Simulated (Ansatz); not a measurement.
**TiNCl (septet): wave-function methods side by side, def2-SVP**

An exercise on one series of results from a longer session: the logs are not shown, and one member is left open.

Computed with Ansatz 0.2.0, Gaussian basis. Level: def2-SVP, core rule «outside noble gas», up to 15 orbitals frozen.

To be run: UHF; CCSD(T) on ROHF; CCSD(T) on UHF; CISD; CCSDT(Q) on ROHF; CCSDT(Q) on UHF.

6 further runs of the same task are left out: 3 for a known fault of the program, 3 set aside as unsound or not needed.

## The geometry

The geometry is a PBE0/def2-TZVP stationary point (not a proven minimum) of the parent state, kept for this charge and spin.

3 atoms, charge 0, spin multiplicity 7.

Atoms are counted from 1 here; the program's logs count them from 0.

Bond lengths: Ti1–N2 2.014 Å, Ti1–Cl3 2.231 Å. Angles: N2–Ti1–Cl3 137.7°.

Set-up of the first run:

Contents of in.yaml:

```yaml
crystal:
  periodic: [false, false, false]
  atoms:
    - {symbol: Ti, position_ang: [0.000000, -0.336686, -0.531623]}
    - {symbol: N, position_ang: [0.000000, 0.609893, -2.309417]}
    - {symbol: Cl, position_ang: [0.000000, 0.213623, 1.630172]}
basis:
  gaussian: {orbitals: def2-SVP}
magnetization: {spin_polarized: true, initial_magnetization: 6}
hamiltonian: {xc: hf}
output: {orbitals: {seedname: orbitals}}
```

On the command line:

```bash
ansatz run in.yaml --threads 1 --pin off --events-out ev --progress --plain --max-ram 4096MiB --backend cpu
```

Steps of the session up to this table: UHF; CCSD(T) on ROHF; CCSD(T) on UHF; CISD; CCSDT(Q) on ROHF; CCSDT(Q) on UHF.

One of the session's tables, all rows but one given; the rest of the session is left out.

It belongs to the step «Misses and costs». 

```
   method  from RCCSDT(Q) (kcal/mol)
     ROHF                    +177.14
      UHF                    +173.20
     RMP2                          ?
     UMP2                     +25.09
    RCCSD                      +4.43
    UCCSD                      +3.08
 RCCSD(T)                      +1.00
 UCCSD(T)                      -0.32
   RCCSDT                      +0.25
   UCCSDT                      -0.99
RCCSDT(Q)                          0
UCCSDT(Q)                      -1.28
```

Estimate the missing values for RMP2.

The run gave: from RCCSDT(Q) (kcal/mol): +26.95. In the column «from RCCSDT(Q) (kcal/mol)» it lies between UMP2 (+25.09) and UHF (+173.20).

Not comparable, so not listed: CISD (they don't share determinant, frozen orbitals or solution with the rows shown, or repeat one).

To keep in mind: Warnings: coupled cluster took another determinant than the lowest. Restricted and unrestricted rows rest on different reference determinants; where their highest levels disagree by more than a few hundredths of an eV, they describe different states and don't form one ladder.
